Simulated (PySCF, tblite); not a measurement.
**BH4O7PSi, a small gas-phase stand-in for a defect centre: NMR shifts, core binding energies and electronic excitations**

What NMR shifts, core binding energies and electronic excitations should one expect for `O=P(O)(O)O[Si]OB(O)O`? It is drawn as: twofold Si.

Computed with tblite 0.8.0 and PySCF 2.14.0; each step states its level. No surroundings beyond the atoms listed, unless a continuum is named. Atoms count from 0, parts from 1.

## Step 1: Starting point

14 atoms, charge 0, multiplicity 1; geometry: distance geometry start.

## Step 2: Relaxing the cluster with GFN2-xTB

What the job is given:

```
{"job": {"kind": "relax", "xc": "GFN2-xTB", "basis": "xTB"}, "charge": 0, "multiplicity": 1}
Si     0.514348    -1.164834     0.978831
O      1.157051     0.340531     0.458192
B      2.336004     0.180528    -0.412965
O      2.589127     1.355496    -1.288400
O      3.505670    -0.494894     0.144284
O     -0.960888    -1.522853     0.169036
P     -1.986334    -0.195317     0.052278
O     -1.418278     0.729037    -1.022763
O     -1.896684     0.600624     1.556400
O     -3.559992    -0.638781    -0.351379
H      2.601307     2.180205    -0.700802
H      3.350688    -1.466657     0.255213
H     -2.346403     1.477534     1.528909
H     -3.870749    -1.405703     0.143113
```

Method: GFN2-xTB geometry optimisation, gas phase.

Run with:

```
$ OMP_NUM_THREADS=1 python cluster_run.py task.json out
```

This one command runs all jobs of the session in turn.

The program printed:

```text
step      E/eV     max force
  0    -985.98739    4.725
  1    -987.10451    3.428
  2    -988.00783    1.691
  3    -988.20877    1.506
  4    -988.35074    1.221
  5    -988.46874    0.879
  6    -988.53873    0.743
  7    -988.60512    0.716
  8    -988.67281    0.813
  9    -988.75130    0.669
 10    -988.81825    0.765
 11    -988.85625    0.626
 12    -988.88202    0.654
 13    -988.91651    0.866
 14    -988.93489    1.138
 15    -988.98698    0.372
 16    -989.01157    0.299
 17    -989.02263    0.360
 18    -989.03285    0.353
 19    -989.04461    0.270
 20    -989.05388    0.226
 21    -989.06023    0.194
 22    -989.06542    0.168
 23    -989.07015    0.147
 24    -989.07424    0.179
 25    -989.07792    0.164
 26    -989.08157    0.137
 27    -989.08565    0.139
 28    -989.09005    0.198
 29    -989.09465    0.222
 30    -989.09924    0.199
 31    -989.10447    0.211
 32    -989.11010    0.198
 33    -989.11605    0.236
 34    -989.12194    0.247
 35    -989.12855    0.211
 36    -989.13588    0.270
 37    -989.14653    0.399
 38    -989.15845    0.330
 39    -989.16887    0.242
 40    -989.17453    0.209
 41    -989.17905    0.369
 42    -989.18282    0.203
 43    -989.18712    0.173
 44    -989.19590    0.188
 45    -989.19907    0.163
 46    -989.20138    0.117
 47    -989.20341    0.116
 48    -989.20641    0.276
 49    -989.20959    0.294
 50    -989.21753    0.236
 51    -989.23288    0.181
 52    -989.24550    0.457
 53    -989.25468    0.423
 54    -989.26742    0.638
 55    -989.29013    0.577
 56    -989.27041    1.458
 57    -989.31569    0.538
 58    -989.32629    0.378
 59    -989.34270    0.382
 60    -989.34450    0.550
 61    -989.36472    0.289
 62    -989.37095    0.205
 63    -989.38204    0.229
 64    -989.38505    0.250
 65    -989.39010    0.203
 66    -989.39601    0.219
 67    -989.39955    0.185
 68    -989.40155    0.086
 69    -989.40266    0.086
 70    -989.40364    0.083
 71    -989.40587    0.111
 72    -989.40933    0.152
 73    -989.41381    0.241
 74    -989.41815    0.157
 75    -989.42069    0.328
 76    -989.42193    0.178
 77    -989.42371    0.132
 78    -989.42482    0.135
 79    -989.42599    0.122
 80    -989.42730    0.096
 81    -989.42829    0.056
 82    -989.42875    0.058
 83    -989.42906    0.121
 84    -989.42955    0.069
 85    -989.43031    0.064
 86    -989.43081    0.063
 87    -989.43111    0.060
 88    -989.43166    0.066
 89    -989.43231    0.106
 90    -989.43321    0.122
 91    -989.43427    0.097
 92    -989.43542    0.076
 93    -989.43653    0.110
 94    -989.43758    0.135
 95    -989.43855    0.116
 96    -989.43928    0.071
 97    -989.43969    0.062
 98    -989.43999    0.046
 99    -989.44019    0.034
100    -989.44044    0.032
101    -989.44064    0.036
102    -989.44097    0.048
103    -989.44136    0.058
104    -989.44185    0.056
105    -989.44222    0.041
106    -989.44247    0.035
107    -989.44267    0.035
108    -989.44289    0.049
109    -989.44318    0.058
110    -989.44349    0.055
111    -989.44377    0.042
112    -989.44397    0.033
113    -989.44410    0.024
114    -989.44419    0.033
115    -989.44427    0.025
116    -989.44434    0.021
117    -989.44440    0.015
118    -989.44443    0.010
119    -989.44445    0.010
120    -989.44447    0.013
121    -989.44449    0.015
122    -989.44452    0.013
123    -989.44456    0.014
124    -989.44459    0.016
125    -989.44463    0.023
126    -989.44467    0.026
127    -989.44471    0.019
128    -989.44473    0.009
129    -989.44474    0.007
```

It took 9 s on 1 thread of Arm Neoverse V1, shared host.

Along the way:

| step | energy from step 0 (eV) | largest force (eV/Å) |
| --- | --- | --- |
| 0 | 0.0000 | 4.7244 |
| 5 | -2.4814 | 0.8785 |
| 10 | -2.8309 | 0.7646 |
| 15 | -2.9996 | 0.3717 |
| 20 | -3.0665 | 0.2260 |
| 25 | -3.0905 | 0.1643 |
| 30 | -3.1119 | 0.1990 |
| 35 | -3.1412 | 0.2114 |
| 40 | -3.1871 | 0.2094 |
| 45 | -3.2117 | 0.1628 |
| 50 | -3.2301 | 0.2364 |
| 55 | -3.3027 | 0.5769 |
| 60 | -3.3571 | 0.5500 |
| 65 | -3.4027 | 0.2033 |
| 70 | -3.4162 | 0.0832 |
| 75 | -3.4333 | 0.3281 |
| 80 | -3.4399 | 0.0961 |
| 85 | -3.4429 | 0.0639 |
| 90 | -3.4458 | 0.1225 |
| 95 | -3.4512 | 0.1160 |
| 100 | -3.4530 | 0.0318 |
| 105 | -3.4548 | 0.0404 |
| 110 | -3.4561 | 0.0548 |
| 115 | -3.4569 | 0.0255 |
| 120 | -3.4571 | 0.0136 |
| 125 | -3.4572 | 0.0234 |
| 129 | -3.4574 | 0.0065 |

Distances of close pairs at the start and the end, largest changes first:

```csv
bond,before (Å),after (Å),change (Å)
B2–O3,1.487,1.331,-0.156
Si0–O1,1.718,1.592,-0.126
O5–P6,1.682,1.568,-0.113
B2–O4,1.461,1.356,-0.105
P6–O8,1.704,1.599,-0.105
P6–O9,1.684,1.581,-0.103
O1–B2,1.475,1.383,-0.091
Si0–O5,1.721,1.644,-0.076
```

## Step 3: Relaxing the molecule at PBE0-D3(BJ)/def2-SVP

What the job is given:

```
{"job": {"xc": "PBE0", "basis": "def2-SVP", "d3": "d3bj", "grid": 2, "kind": "geom", "shake": 0.01}, "charge": 0, "multiplicity": 1}
Si     0.413744    -1.914056     0.724733
O      1.543108    -0.926096     0.205227
B      2.302756     0.075384    -0.362657
O      1.840545     1.133041    -0.988134
O      3.667873    -0.036714    -0.260781
O     -1.070024    -1.140145     0.574882
P     -1.723215     0.149270    -0.000905
O     -0.884801     1.050611    -0.808316
O     -2.341485     0.854352     1.323012
O     -2.999670    -0.407029    -0.760400
H      0.828744     1.170865    -1.018561
H      3.982380    -0.814831     0.207311
H     -2.001632     1.735922     1.381301
H     -3.564801    -0.945182    -0.202302
```

The program printed:

```text
step   0  E = -1183.55076070  max force = 0.044387
step   1  E = -1183.55817037  max force = 0.018101
step   2  E = -1183.55672648  max force = 0.011484
step   3  E = -1183.55814541  max force = 0.006441
step   4  E = -1183.55864165  max force = 0.005362
step   5  E = -1183.55899974  max force = 0.004583
step   6  E = -1183.55906541  max force = 0.001557
step   7  E = -1183.55908650  max force = 0.004863
step   8  E = -1183.55919495  max force = 0.001893
step   9  E = -1183.55927271  max force = 0.001076
step  10  E = -1183.55936508  max force = 0.000918
step  11  E = -1183.55951094  max force = 0.000801
step  12  E = -1183.55972878  max force = 0.000735
step  13  E = -1183.55996625  max force = 0.001120
step  14  E = -1183.56019696  max force = 0.002546
step  15  E = -1183.55999564  max force = 0.004286
step  16  E = -1183.56043959  max force = 0.002436
step  17  E = -1183.56058752  max force = 0.001989
step  18  E = -1183.56109479  max force = 0.001766
step  19  E = -1183.56063658  max force = 0.005791
step  20  E = -1183.56137897  max force = 0.002200
step  21  E = -1183.56168936  max force = 0.003096
step  22  E = -1183.56209109  max force = 0.005605
step  23  E = -1183.56154704  max force = 0.006195
step  24  E = -1183.56292561  max force = 0.003996
step  25  E = -1183.56299550  max force = 0.005147
step  26  E = -1183.56329279  max force = 0.001215
step  27  E = -1183.56338394  max force = 0.001061
step  28  E = -1183.56344517  max force = 0.000938
step  29  E = -1183.56348697  max force = 0.001004
step  30  E = -1183.56353097  max force = 0.000829
step  31  E = -1183.56356616  max force = 0.000726
step  32  E = -1183.56358497  max force = 0.000456
step  33  E = -1183.56359603  max force = 0.000323
optimisation converged
```

Run time: 11 min. Hardware: 1 thread of Arm Neoverse V1, shared host; peak memory 0.92 GiB.

The steps of the relaxation: (not every step is listed) (the energy doesn't fall at every step)

| step | energy from step 0 (eV) | largest force component (eV/Å) |
| --- | --- | --- |
| 0 | 0.0000 | 2.2825 |
| 1 | -0.2016 | 0.9308 |
| 2 | -0.1623 | 0.5905 |
| 3 | -0.2009 | 0.3312 |
| 4 | -0.2145 | 0.2757 |
| 5 | -0.2242 | 0.2357 |
| 6 | -0.2260 | 0.0801 |
| 7 | -0.2266 | 0.2501 |
| 8 | -0.2295 | 0.0973 |
| 10 | -0.2341 | 0.0472 |
| 12 | -0.2440 | 0.0378 |
| 14 | -0.2568 | 0.1309 |
| 16 | -0.2634 | 0.1253 |
| 18 | -0.2812 | 0.0908 |
| 20 | -0.2889 | 0.1131 |
| 22 | -0.3083 | 0.2882 |
| 24 | -0.3310 | 0.2055 |
| 26 | -0.3410 | 0.0625 |
| 28 | -0.3452 | 0.0482 |
| 29 | -0.3463 | 0.0516 |
| 30 | -0.3475 | 0.0426 |
| 31 | -0.3485 | 0.0373 |
| 32 | -0.3490 | 0.0234 |
| 33 | -0.3493 | 0.0166 |

Distances of close pairs at the start and the end, largest changes first:

```
  bond  before (Å)  after (Å)  change (Å)
Si0–O1       1.588      1.653      +0.066
 O5–P6       1.556      1.608      +0.052
 B2–O3       1.313      1.354      +0.041
Si0–O5       1.680      1.719      +0.039
O8–H12       0.947      0.979      +0.032
O3–H10       1.013      0.986      -0.027
 P6–O8       1.622      1.601      -0.022
 B2–O4       1.373      1.355      -0.018
```

The end geometry stands in the next job.

| at the end point | value |
| --- | --- |
| point group (found at 0.08 Å tolerance) | C1 |
| rotational constants (GHz, main isotopes) | 1.629, 0.794, 0.626 |
| dipole moment (D) | 4.15 |

## Step 4: Nuclear shieldings: PBE0/pcSseg-1

What the job is given:

```
{"job": {"kind": "nmr", "xc": "PBE0", "basis": "pcSseg-1"}, "charge": 0, "multiplicity": 1}
Si     0.297409    -2.294807    -0.220581
O      1.417316    -1.080129    -0.286090
B      1.863198     0.231079    -0.133500
O      1.187238     1.290163    -0.638835
O      2.985518     0.467866     0.587986
O     -1.154338    -1.440555     0.124859
P     -1.634728     0.049762    -0.239566
O     -1.183785     0.509820    -1.577195
O     -1.126273     0.965416     0.971036
O     -3.212248    -0.017452    -0.064559
H      0.435800     1.049774    -1.230849
H      3.380960    -0.347008     0.910057
H     -0.311681     1.433767     0.697795
H     -3.493081    -0.571154     0.675090
```

With the program's defaults for keys left out, this is: GIAO PBE0/pcSseg-1 NMR shielding, non-relativistic, gas phase.

The program printed:

```text
coarse grid: 14416 points
cycle   1  E = -1183.5311527735  dE =  2.107e+00  |g| = 1.604e+00  |ddm| = 3.685e+00
cycle   2  E = -1183.0043392965  dE =  5.268e-01  |g| = 2.330e+00  |ddm| = 2.307e+00
cycle   3  E = -1183.9635768164  dE = -9.592e-01  |g| = 2.632e-01  |ddm| = 1.528e+00
cycle   4  E = -1183.9747771616  dE = -1.120e-02  |g| = 1.026e-01  |ddm| = 2.167e-01
cycle   5  E = -1183.9765142108  dE = -1.737e-03  |g| = 2.096e-02  |ddm| = 6.504e-02
cycle   6  E = -1183.9765800399  dE = -6.583e-05  |g| = 9.122e-03  |ddm| = 1.693e-02
cycle   7  E = -1183.9765940488  dE = -1.401e-05  |g| = 1.718e-03  |ddm| = 6.099e-03
cycle   8  E = -1183.9765945315  dE = -4.828e-07  |g| = 6.047e-04  |ddm| = 1.424e-03
final grid: 135008 points
cycle   9  E = -1184.0999453008  dE = -4.716e-05  |g| = 1.162e-02  |ddm| = 2.217e-02
cycle  10  E = -1184.0999261704  dE =  1.913e-05  |g| = 1.574e-02  |ddm| = 1.375e-02
cycle  11  E = -1184.0999666214  dE = -4.045e-05  |g| = 1.110e-03  |ddm| = 8.320e-03
cycle  12  E = -1184.0999668135  dE = -1.921e-07  |g| = 4.317e-04  |ddm| = 9.435e-04
cycle  13  E = -1184.0999668430  dE = -2.948e-08  |g| = 1.322e-04  |ddm| = 2.992e-04
cycle  14  E = -1184.0999668459  dE = -2.931e-09  |g| = 4.043e-05  |ddm| = 1.041e-04
cycle  15  E = -1184.0999668461  dE = -2.569e-10  |g| = 1.344e-05  |ddm| = 3.023e-05
converged SCF energy = -1184.0999668461

GIAO shielding tensors (ppm)
atom      isotropic    diamagn.    paramagn.     s11        s22        s33       span
  0 Si     333.647     879.019    -545.372    107.571    354.858    538.511    430.940
  1 O      100.963     403.120    -302.157    -76.032    158.429    220.491    296.523
  2 B       85.059     200.201    -115.143     63.980     87.429    103.767     39.787
  3 O      215.327     395.457    -180.130    140.560    232.180    273.240    132.680
  4 O      232.786     385.657    -152.871    154.918    259.373    284.066    129.148
  5 O       80.896     407.356    -326.460    -69.370     98.085    213.973    283.343
  6 P      317.534     968.864    -651.331    242.394    270.888    439.318    196.924
  7 O      172.521     401.418    -228.897    143.171    155.259    219.134     75.964
  8 O      201.036     397.432    -196.396    157.730    181.906    263.471    105.741
  9 O      235.031     386.788    -151.757    186.642    219.563    298.888    112.246
 10 H       22.774      33.676     -10.902     12.429     16.720     39.172     26.744
 11 H       28.141      31.473      -3.332     21.596     25.131     37.695     16.099
 12 H       25.583      35.089      -9.506     15.857     23.049     37.844     21.987
 13 H       27.903      29.921      -2.018     20.423     23.346     39.941     19.519
```

Run time: 41 s. Hardware: 1 thread of Arm Neoverse V1, shared host; peak memory 1.1 GiB.

The references, computed at this level on geometries of the same kind, shield at (ppm): ¹H TMS 31.27, ²⁹Si TMS 352.0, ¹⁷O H2O 334.6, ³¹P H3PO4 310.1, ¹¹B BF3·OEt2 100.7. Their shielding less the atom's gives the shift. The references are single molecules in the gas phase, so shifts against H2O, NH3, PH3, H3PO4 or CFCl3 are not on the usual liquid scales and can be off by tens of ppm.

| atoms | environment | σ (ppm) | δ (ppm) |
| --- | --- | --- | --- |
| H10 | hydrogen on an oxygen bonded to B | 22.77 | 8.49 |
| H12 | hydrogen on an oxygen bonded to P | 25.58 | 5.68 |
| H13 | hydrogen on an oxygen bonded to P | 27.90 | 3.36 |
| H11 | hydrogen on an oxygen bonded to B | 28.14 | 3.13 |
| Si0 | silicon bonded to 2 O | 333.6 | 18.3 |
| O5 | oxygen bonded to P, Si | 80.9 | 253.7 |
| O1 | oxygen bonded to B, Si | 101.0 | 233.6 |
| O7 | oxygen bonded to P | 172.5 | 162.0 |
| O8 | oxygen bonded to P, H | 201.0 | 133.5 |
| O3 | oxygen bonded to B, H | 215.3 | 119.2 |
| O4 | oxygen bonded to B, H | 232.8 | 101.8 |
| O9 | oxygen bonded to P, H | 235.0 | 99.5 |
| B2 | boron bonded to 3 O | 85.1 | 15.7 |
| P6 | phosphorus bonded to 4 O | 317.5 | -7.4 |

Charges from the same density, by scheme (e):

| atoms | Mulliken | IAO | Hirshfeld | ESP fit |
| --- | --- | --- | --- | --- |
| Si0 | 0.79 | 0.87 | 0.38 | 0.16 |
| O1 | -0.64 | -0.65 | -0.28 | -0.34 |
| B2 | 0.62 | 0.60 | 0.29 | 0.85 |
| O3 | -0.47 | -0.57 | -0.25 | -0.70 |
| O4 | -0.39 | -0.55 | -0.26 | -0.67 |
| O5 | -0.73 | -0.84 | -0.28 | -0.33 |
| P6 | 1.35 | 2.00 | 0.56 | 1.19 |
| O7 | -0.65 | -0.88 | -0.35 | -0.59 |
| O8 | -0.50 | -0.75 | -0.25 | -0.61 |
| O9 | -0.46 | -0.73 | -0.22 | -0.62 |

Mayer bond orders: Si0–O1 0.98, O1–B2 0.93, B2–O3 1.17, B2–O4 1.25, Si0–O5 0.78, O5–P6 0.97, P6–O7 1.72, P6–O8 1.08, P6–O9 1.10.

The fields below are evaluated on a grid from the run's orbitals.

Frontier orbitals at PBE0/pcSseg-1, with the share of their density that lies nearest to each atom:

```csv
orbital,energy (eV),lies on
HOMO,-8.21,"Si0 75 %; O1, O5 about 9 % each"
LUMO,-2.27,"Si0 75 %; O1, O5 about 10 % each"
```

ELF in a plane through or near 5 of the atoms.

Ten even steps from '0' (0.00) to '9' (1.00):
```
0000000000000000000000000000
0000000000000000000000000000
0000000000000000000000000000
0000000000000000000000000000
0000000001221000000000000000
0000000036874000000000000000
0000000038986200000000000000
0000032027557401343015410000
0000255226876203532248740000
0000256724131014162579851000
0000124521442003131588740000
0000000037577114773235310000
0000000058468347785001100000
0000000167771417887300000000
0000000022325952455300000000
0000000000472225200000000000
0000000002899999400000000000
0000000003899999710000000000
0000000000489998300000000000
0000000000001110000000000000
```
The map spans 12.1 Å across and 9.8 Å up, centred on the molecule. Atoms in the plane (x, y in Å): Si0 (-0.2, -2.3), O1 (-1.4, -1.1), B2 (-1.9, 0.1), O3 (-1.3, 1.3), P6 (1.6, 0.1).

log10 of the density (e/Å³) in the same plane.

Ten even steps from ' ' (-4.0) to '@' (2.9):
```
                                                        
                                                        
                                                        
                  ..........                            
              ..::::----::::........                    
            ..::--========--::::::::::......            
        ..::::--==++****++==----------::::::::..        
      ..::----====++##%%**++======++========----..      
      ..----====++++****++====++++++++++++++==--::..    
      ::--====++++**++++======++++##**++****++==--..    
      ..----====++++++++======++++**++++****++==::..    
      ..::----====******++====++++++++========--::      
        ..::::--==**##**++++++++****++==------::..      
          ....--==++++++++**++++**++====--::..          
            ..::--====++**@@**++++====--::              
              ..::--====++**++====----::..              
              ..::----==++++====----::..                
              ....::----======----::..                  
                ....::::------::::....                  
                  ......::::::......                    
```
The map spans 12.1 Å across and 9.8 Å up, centred on the molecule. Atoms in the plane (x, y in Å): Si0 (-0.2, -2.3), O1 (-1.4, -1.1), B2 (-1.9, 0.1), O3 (-1.3, 1.3), P6 (1.6, 0.1).

On the surface of density 0.002 e/bohr³ the electrostatic potential runs, from the 1st to the 99th percentile, from -1.62 V near O7 to 2.79 V near H13.

[end of part 1 of 2]
